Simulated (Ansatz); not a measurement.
# B2BrH5Si, SMILES B[SiH2]BBr: a ladder of methods at one geometry

Program: the Python package of Ansatz (0.2.0).

`b2brh5si.py`:
```python
import warnings

import ansatz as az

GEOMETRY = '''
B    -0.32950    1.04390   -1.15320
Si    0.56170   -0.39760   -0.34720
B    -0.05190   -0.59290    1.47820
Br   -1.86540   -0.96800    1.89070
H    -1.06200    0.89590   -2.12580
H    -0.28110    2.18930   -0.70940
H     2.03820   -0.12810   -0.37080
H     0.31390   -1.61330   -1.09500
H     0.76450   -0.47550    2.41530
'''

warnings.simplefilter('ignore', az.DeckWarning)

b2brh5si = az.Crystal.molecule()
for line in GEOMETRY.strip().splitlines():
    symbol, *xyz = line.split()
    b2brh5si = b2brh5si.atom(symbol, [float(v) for v in xyz])

base = (
    b2brh5si.calculation()
    .basis(gaussian='def2-SVP')
    .scf(lower_state_search='off')
)

methods = ['mp2', 'ccsd', 'ccsd_t']
reports = [base.correlation(m).run().report for m in methods]
print(f'Hartree-Fock reference {reports[0]["reference_energy_ev"] / 27.211386246:.6f} Ha')
best = reports[-1]['free_energy_ev'] - reports[-1]['reference_energy_ev']
for method, each in zip(methods, reports):
    gained = each['free_energy_ev'] - each['reference_energy_ev']
    print(f'{method:8s} total {each["free_energy_ev"] / 27.211386246:.6f} Ha  correlation {gained:9.4f} eV  ({100 * gained / best:.1f} % of the last)')
```

Running `python b2brh5si.py` prints:
```text
Hartree-Fock reference -2913.144477 Ha
mp2      total -2913.638949 Ha  correlation  -13.4553 eV  (88.1 % of the last)
ccsd     total -2913.690905 Ha  correlation  -14.8691 eV  (97.4 % of the last)
ccsd_t   total -2913.705671 Ha  correlation  -15.2709 eV  (100.0 % of the last)
```

What to keep in mind:
- The settings weren't tested for convergence.
- The geometry is a force-field or estimated start, not a minimum of this method, and the basis set is short of its limit. A lower total doesn't mark the better method: functionals have no common bound, and MP2 and coupled cluster aren't variational.
- Inner cores stay frozen; a filled d shell under the valence of the heavier atoms is correlated with it.
- Wall time of the script: 24 s on 1 thread of Arm Neoverse V2 (shared host), peak memory 0.47 GiB.

(Lines on the test bed's own set-up are left out of the output.)
